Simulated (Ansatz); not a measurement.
# ClH4Sn: the cost of one run

All numbers below are computed with Ansatz 0.2.0 (UKS PBE/def2-TZVP).

### Step 1. Starting point

Bond lengths: Sn1–Cl2 2.660 Å, Sn1–H3 1.740 Å, Sn1–H4 1.739 Å, Sn1–H5 1.739 Å. Angles: Cl2–Sn1–H3 109.4°, Cl2–Sn1–H4 109.5°, Cl2–Sn1–H5 109.5°, H3–Sn1–H4 109.5°, H3–Sn1–H5 109.5°, H4–Sn1–H5 109.5°.

As a file:

```xyz
6

Sn    0.0000    0.0000    0.0000
Cl    0.0000    0.0000    2.6600
H     1.6408    0.0000   -0.5794
H    -0.8195    1.4198   -0.5794
H    -0.8195   -1.4198   -0.5794
H     0.0000    0.0000    4.3300
```

### Step 2. A restrained relaxation towards end A

Springs on the bonds that form and break draw the guess towards this end; the thresholds are loose.

The input, input.yaml:

```yaml
crystal:
  periodic: [false, false, false]
  atoms:
    - { symbol: Sn, position_ang: [0.0, 0.0, 0.0] }
    - { symbol: Cl, position_ang: [0.0, 0.0, 2.66] }
    - { symbol: H, position_ang: [1.6408, 0.0, -0.5794] }
    - { symbol: H, position_ang: [-0.8195, 1.4198, -0.5794] }
    - { symbol: H, position_ang: [-0.8195, -1.4198, -0.5794] }
    - { symbol: H, position_ang: [0.0, 0.0, 4.33] }
magnetization:
  spin_polarized: true
  initial_magnetization: 1
basis:
  gaussian: { orbitals: def2-TZVP }
hamiltonian:
  xc: pbe
relax:
  f_tol: 0.15
  max_steps: 25
  restrain:
    - { distance: [1, 5], at: 2.57, k: 30.0 }
    - { distance: [0, 1], at: 2.41, k: 30.0 }
```

Started as:

```sh
$ ansatz run input.yaml --threads 4 --pin off --max-ram 5120MiB --backend cpu --events-out ev --progress --plain --runs-dir out
```

**Question.** How long does this run take on 4 threads of Arm Neoverse V2, shared host, and how much memory does it need?

About 6.4 s, with a peak of 0.2 GiB.
